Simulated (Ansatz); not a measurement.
Crystal: Hf2Pd2Se2Br2O3.

```
Hf Pd Se Br O
1.0
     5.76069    0.00496   -0.00286
    -0.52750    5.84664    0.03413
    -1.48435   -0.92642    6.64586
Hf Pd Se Br O
2 2 2 2 3
Direct
  0.74540 0.39602 0.34989
  0.28763 0.45322 0.59401
  0.90854 0.13294 0.84849
  0.25249 0.90323 0.35874
  0.63469 0.40355 0.93716
  0.62597 0.78174 0.53023
  0.85273 0.99089 0.15355
  0.22526 0.82084 0.86223
  0.96040 0.28925 0.59026
  0.43233 0.24524 0.40864
  0.07457 0.58308 0.36682
```

The cell was built by a generator and needn't be a form met in nature.

Base run:

```yaml
Program: Ansatz 0.2.0
Functional: RPBE
Potentials_or_basis: all-electron LAPW, scalar-relativistic
Cutoff: 420 eV
Density_cutoff: 1679 eV
Basis_error_allowed: 0.002 eV/atom
k_mesh: 4 × 4 × 3
Occupations: fermi-dirac, width 0.05 eV
Spin: no spin polarisation
```

Its results: band gap on the k mesh 0.25 eV, indirect (least direct gap 0.37 eV); pressure 2.8 GPa; largest force 0.136 eV/Å.

Question: The run is repeated on the same cell with these changes: functional from RPBE to LDA. What comes out?

Answer: Band gap on the k mesh 0.17 eV, indirect (least direct gap 0.32 eV); pressure -7.2 GPa; largest force 0.548 eV/Å.

LDA binds more tightly than RPBE, so the same cell stands under less pressure.

Caveats: spin-orbit coupling is left out, which moves the levels of the heavy elements.

A k mesh can miss the band edges.

Not every run made on this cell is shown here.
